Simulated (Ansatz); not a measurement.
# CH3BClN: small, medium and large basis sets

Aim: see how fast density functionals converge with the basis set for CH3BClN.

Method: one geometry, several basis sets; program: Ansatz 0.2.0, Gaussian basis.

Levels to be run: PBE0-D4/def2-SVP; ωB97M-V/def2-SVP; PBE0-D4/def2-QZVPP; ωB97M-V/def2-QZVPP; the functionals' def2-TZVPP values are taken from earlier runs.

### Step 1. Structure used throughout

The geometry comes from an earlier relaxation with PBE0-D4 in a triple-zeta def2 set; it is a stationary point, not always the lowest conformer.

7 atoms, charge 0, spin multiplicity 1.

Atoms are counted from 1 here; the program's logs count them from 0.

Bond lengths: B1–C2 1.557 Å, B1–Cl4 1.854 Å, B1–H5 1.208 Å, B1–H6 1.208 Å, C2–N3 1.151 Å, N3–H7 0.997 Å. Angles: C2–B1–Cl4 105.4°, C2–B1–H5 105.5°, C2–B1–H6 105.5°, Cl4–B1–H5 113.5°, Cl4–B1–H6 113.5°, H5–B1–H6 112.3°, B1–C2–N3 179.9°, C2–N3–H7 178.0°.

### Step 2. PBE0-D4 in def2-SVP

File in.yaml:

```yaml
crystal:
  periodic: [false, false, false]
  atoms:
    - {symbol: B, position_ang: [-0.487265, 0.684043, -0.489747]}
    - {symbol: C, position_ang: [0.239858, -0.365757, 0.401747]}
    - {symbol: N, position_ang: [0.778219, -1.142934, 1.058606]}
    - {symbol: Cl, position_ang: [0.069768, 0.331092, -2.222142]}
    - {symbol: H, position_ang: [-1.667091, 0.494394, -0.314373]}
    - {symbol: H, position_ang: [-0.129460, 1.761541, -0.077982]}
    - {symbol: H, position_ang: [1.257271, -1.830479, 1.598090]}
basis:
  gaussian: {orbitals: def2-SVP}
hamiltonian: {xc: pbe0, dispersion: d4}
output: {orbitals: {seedname: orbitals}}
```

The run is started by

```
ansatz run in.yaml --threads 2 --pin off --events-out ev --progress --plain --max-ram 4352MiB
```

After this run come: ωB97M-V in def2-SVP; PBE0-D4 in def2-QZVPP; ωB97M-V in def2-QZVPP.

**Question.** What will the summary of the whole plan be? Wanted: PBE0-D4: double and triple zeta above quadruple; ωB97M-V: double and triple zeta above quadruple.

As calculated:

| quantity | value |
| --- | --- |
| PBE0-D4: double and triple zeta above quadruple | 8.50, 0.55 eV |
| ωB97M-V: double and triple zeta above quadruple | 8.60, 0.52 eV |

What this shows: For PBE0-D4 the step from double to triple zeta gains 7.94 eV and the next only 0.55 eV. Total energies overstate the basis error of differences, where much of it tends to cancel. The LUMO of ωB97M-V is positive and keeps falling with the basis (1.20 to 0.61 eV): an unbound level that the basis holds in place.
